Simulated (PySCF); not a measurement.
# B2H8Hf (Hf(BH4)22+): the cost of one run

Program: PySCF 2.14.0. Level of theory: PBE0, Hf def2-SVP with ECP60, B def2-SVP, H def2-SVP; scalar-relativistic core potentials, no spin–orbit coupling. These are calculated values, not measurements.

1 further run of the same task is left out (for a known fault of the program).

### Step 1. The starting structure

11 atoms, charge 2, spin multiplicity 1.

Bond lengths: Hf1–B2 2.213 Å, Hf1–H4 2.150 Å, Hf1–H5 2.150 Å, Hf1–H6 2.149 Å, Hf1–B7 2.213 Å, Hf1–H9 2.150 Å, Hf1–H10 2.150 Å, Hf1–H11 2.149 Å, B2–H3 1.200 Å, B2–H4 1.250 Å, B2–H5 1.250 Å, B2–H6 1.250 Å, B7–H8 1.200 Å, B7–H9 1.250 Å, B7–H10 1.250 Å, B7–H11 1.250 Å. Angles: B2–Hf1–H4 33.3°, B2–Hf1–H5 33.3°, B2–Hf1–H6 33.3°, B2–Hf1–B7 131.8°, B2–Hf1–H9 105.5°, B2–Hf1–H10 162.2°, B2–Hf1–H11 116.8°, H4–Hf1–H5 56.7°, H4–Hf1–H6 56.7°, H4–Hf1–B7 105.5°, H4–Hf1–H9 91.9°, H4–Hf1–H10 138.3°, H4–Hf1–H11 83.9°, H5–Hf1–H6 56.7°, H5–Hf1–B7 162.2°, H5–Hf1–H9 138.3°, H5–Hf1–H10 163.7°, H5–Hf1–H11 133.0° and more.

As a file:

```xyz
11

Hf    0.0000    0.0000    0.0000
B     2.0203    0.0000    0.9041
H     3.1156    0.0000    1.3943
H     1.3002   -0.8335    1.4951
H     2.1058   -0.3051   -0.3050
H     1.5160    1.1386    1.0127
B    -2.0203    0.0000    0.9041
H    -3.1156    0.0000    1.3943
H    -1.3002    0.8335    1.4951
H    -2.1058    0.3051   -0.3050
H    -1.5160   -1.1386    1.0127
```

Formal oxidation states: Hf +4.

### Step 2. SCF at the start, singlet

File run.py (the lines that set the calculation):

```python
mol = gto.M(atom='''
Hf     0.00000     0.00000     0.00000
B      2.02030     0.00000     0.90410
H      3.11560     0.00000     1.39430
H      1.30020    -0.83350     1.49510
H      2.10580    -0.30510    -0.30500
H      1.51600     1.13860     1.01270
B     -2.02030     0.00000     0.90410
H     -3.11560     0.00000     1.39430
H     -1.30020     0.83350     1.49510
H     -2.10580     0.30510    -0.30500
H     -1.51600    -1.13860     1.01270''',
    basis={'Hf': 'def2-SVP', 'B': 'def2-SVP', 'H': 'def2-SVP'},
    ecp={'Hf': 'def2-SVP'},
    charge=2, spin=0)
mf = dft.RKS(mol, xc='PBE0')
mf.grids.atom_grid = (50, 194)
mf = mf.density_fit()  # fitting sets: Hf def2-universal-JKFIT, B def2-universal-JKFIT, H def2-universal-JKFIT
mf.conv_tol = 1e-08; mf.max_cycle = 55
mf.kernel(dm0)  # dm0: free metal ions and neutral atoms
```

The run is started by

```sh
> OMP_NUM_THREADS=2 python run.py
```

**Question.** How long does this run take on 2 threads of Arm Neoverse V1, shared host, and how much memory does it need?

About 2.4 s, with a peak of 0.62 GiB.
